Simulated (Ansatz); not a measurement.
# GeH3F (singlet): the correlation ladder at distance Ge1–F2 = 1.742 Å, cc-pVDZ

An exercise on one series of results from a longer session: the logs are not shown, and one member is left open.

Computed with Ansatz 0.2.0, Gaussian basis. Level: cc-pVDZ, core rule «outside noble gas», up to 15 orbitals frozen.

To be run: UHF; CCSD(T) on RHF; BCCD(T) on RHF; CISD; CCSDT(Q) on RHF; CASSCF and MRCISD+Q, 2 electrons in 2 orbitals; CASSCF and NEVPT2, 2 electrons in 2 orbitals.

36 further runs of the same task are left out: 7 for a known fault of the program, 1 for a mislabelled method, 26 that didn't finish, 2 set aside as unsound or not needed.

**The geometry**

The geometry derives from a PBE0/def2-TZVP stationary point (not a proven minimum). One bond is set to the value named and the two fragments are kept rigid. No spin-orbit coupling is included. The filled d shell of Ge may be among the frozen orbitals whatever the setting's name suggests; the logs give the count.

5 atoms, charge 0, spin multiplicity 1.

Atoms are counted from 1 here; the program's logs count them from 0.

Bond lengths: Ge1–F2 1.742 Å, Ge1–H3 1.533 Å, Ge1–H4 1.533 Å, Ge1–H5 1.533 Å. Angles: F2–Ge1–H3 106.2°, F2–Ge1–H4 106.2°, F2–Ge1–H5 106.2°, H3–Ge1–H4 112.5°, H3–Ge1–H5 112.5°, H4–Ge1–H5 112.5°.

The first run:

in.yaml

```yaml
crystal:
  periodic: [false, false, false]
  atoms:
    - {symbol: Ge, position_ang: [-0.335893, -0.002403, 0.001544]}
    - {symbol: F, position_ang: [1.406007, 0.010057, -0.006463]}
    - {symbol: H, position_ang: [-0.775318, 1.466462, 0.004484]}
    - {symbol: H, position_ang: [-0.753666, -0.742234, 1.277782]}
    - {symbol: H, position_ang: [-0.765397, -0.740640, -1.271719]}
basis:
  gaussian: {orbitals: cc-pVDZ}
magnetization: {spin_polarized: true, initial_magnetization: 0}
hamiltonian: {xc: hf}
output: {orbitals: {seedname: orbitals}}
```

Run with:

```console
$ ansatz run in.yaml --threads 1 --pin off --events-out ev --progress --plain --max-ram 2393MiB
```

Among the steps run: UHF; CCSD(T) on RHF; BCCD(T) on RHF; CISD; CCSDT(Q) on RHF; CASSCF and MRCISD+Q, 2 electrons in 2 orbitals; CASSCF and NEVPT2, 2 electrons in 2 orbitals.

One of the session's tables, all rows but one given; the rest of the session is left out.

It belongs to the step «Misses and costs». 

```
       method  from RCCSDT(Q) (meV)
          RHF               +8746.0
         RMP2                     ?
        RCCSD                +166.3
     RCCSD(T)                 +31.2
      BCCD(T)                 +27.8
       RCCSDT                 +15.9
    RCCSDT(Q)                     0
  CASSCF pair               +8222.2
  MRCISD pair                +719.0
MRCISD+Q pair                 +91.5
```

Q: Estimate the row for RMP2 from the others.

**Answer.** from RCCSDT(Q) (meV): +802.6. In the column «from RCCSDT(Q) (meV)» it lies between MRCISD pair (+719.0) and CASSCF pair (+8222.2).

Not comparable, so not listed: CISD; CASSCF and NEVPT2, 2 electrons in 2 orbitals (they don't share determinant, frozen orbitals or solution with the rows shown, or repeat one).

To keep in mind: Warnings in the runs' records: passed over end.
